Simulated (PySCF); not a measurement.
**(Me)3Sn-S-SiH3: geometry, NMR shifts and electronic excitations**

Wanted: the NMR shifts and electronic excitations of (Me)3Sn-S-SiH3, by calculation.

Computed with PySCF 2.14.0, with density-fitted response routines of our own, on a single molecule in the gas phase. Atoms count from 0, in the outputs and in this text.

**1. The starting structure**

18 atoms, charge 0, multiplicity 1; geometry from: GFN2-xTB. The atoms were then displaced at random by about 0.03 Å, so the start is not that level's minimum.

Bonds of the start (Å): Sn0–C1 2.10, Sn0–C2 2.28, Sn0–C3 2.12, Sn0–S4 2.51, C1–H6 1.11, C1–H7 1.14, C1–H8 1.04, C2–H9 1.15, C2–H10 1.08, C2–H11 1.01, C3–H12 1.26, C3–H13 1.09, C3–H14 1.12, S4–Si5 2.13, Si5–H15 1.42, Si5–H16 1.43, Si5–H17 1.48.

**2. Optimising the geometry at PBE0-D3(BJ)/def2-SVP**

Job settings and geometry (Å):

```
{"job": {"xc": "PBE0", "basis": "def2-SVP", "d3": "d3bj", "grid": 1, "maxiter": 40, "shake": 0.03, "kind": "geom"}, "charge": 0, "multiplicity": 1}
Sn     0.592370    -0.198770     0.298100
C      2.577290    -0.843720     0.553930
C      0.163860     1.887280     1.104360
C     -0.855590    -1.542100     1.072420
S      0.252380    -0.001080    -2.177600
Si    -1.804530     0.474400    -2.493330
H      2.935020    -0.673060     1.586580
H      3.303500    -0.274290    -0.121910
H      2.648710    -1.872270     0.391170
H      0.413640     1.866620     2.225890
H      0.874640     2.587760     0.682670
H     -0.779450     2.222820     0.984890
H     -2.031510    -1.078610     1.035500
H     -0.749640    -1.794130     2.125950
H     -0.970210    -2.485260     0.484990
H     -1.851120     0.664140    -3.903540
H     -2.598950    -0.620350    -2.017970
H     -2.176740     1.697550    -1.754360
```

Command:

```
$ OMP_NUM_THREADS=1 python probes_run.py task.json out
```

One launch serves the whole session: the jobs run in the order shown.

**Question.** This job is followed by: GIAO PBE0/pcSseg-1 Sn:def2-TZVP NMR shielding, non-relativistic, gas phase; TDDFT CAM-B3LYP/def2-SVPD, vertical, gas phase, core orbitals frozen in the response; GIAO wB97X-D/pcSseg-1 Sn:def2-TZVP NMR shielding, non-relativistic, gas phase. Predict these results of the whole session: point group; rotational constants (main isotopes); 13C shifts against TMS (PBE0/def2-TZVP+pcSseg-1, means over atoms taken as alike); 1H shifts against TMS (PBE0/def2-TZVP+pcSseg-1, means over atoms taken as alike); 33S shifts against CS2 (PBE0/def2-TZVP+pcSseg-1); 29Si shifts against TMS (PBE0/def2-TZVP+pcSseg-1); surface potential, 1st and 99th percentile; lowest singlet (CAM-B3LYP/def2-SVPD); brightest single state of those computed; lowest triplet; range of the shift of S4.

As calculated:

| quantity | value |
| --- | --- |
| point group | C1 |
| rotational constants (main isotopes) | 2.00, 0.88, 0.83 GHz |
| 13C shifts against TMS (PBE0/def2-TZVP+pcSseg-1, means over atoms taken as alike) | -3.4 ppm |
| 1H shifts against TMS (PBE0/def2-TZVP+pcSseg-1, means over atoms taken as alike) | 4.67, 0.38 ppm |
| 33S shifts against CS2 (PBE0/def2-TZVP+pcSseg-1) | -339 ppm |
| 29Si shifts against TMS (PBE0/def2-TZVP+pcSseg-1) | -53.7 ppm |
| surface potential, 1st and 99th percentile | -1.07 V and 1.20 V |
| lowest singlet (CAM-B3LYP/def2-SVPD) | 5.57 eV (223 nm), f = 0.033 |
| brightest single state of those computed | state 5, 6.88 eV, f = 0.169 |
| lowest triplet | 5.14 eV |
| range of the shift of S4 | -349 to -339 ppm |

The start was shaken at random, so part of the energy gained undoes that. The optimisation took 13 steps and gained 1.039 eV; among the close pairs (by a distance rule), C3–H12 changed most, from 1.265 to 1.100 Å. At PBE0/def2-TZVP+pcSseg-1: The widest tensor belongs to S4: span 125 ppm, with a paramagnetic part of -226 ppm. The first singlet state (HOMO→LUMO+1 0.43, HOMO→LUMO 0.38) lies at 5.57 eV and is weak; of the 10 states computed, the strongest absorption comes from state 5 at 6.88 eV (the last state computed is bright too, and its partners may lie past the list). The lowest triplet lies 0.43 eV below the lowest singlet (triplets in Tamm-Dancoff, singlets in full TDDFT). Spin-orbit coupling, left out, mixes singlets and triplets in elements this heavy. In ppm, S4 moves most: its shift spreads over 10 ppm, from -349 (wB97X-D/def2-TZVP+pcSseg-1) to -339 (PBE0/def2-TZVP+pcSseg-1). Spin-orbit coupling is left out, which matters for shieldings and couplings at and beside the heavy atoms.
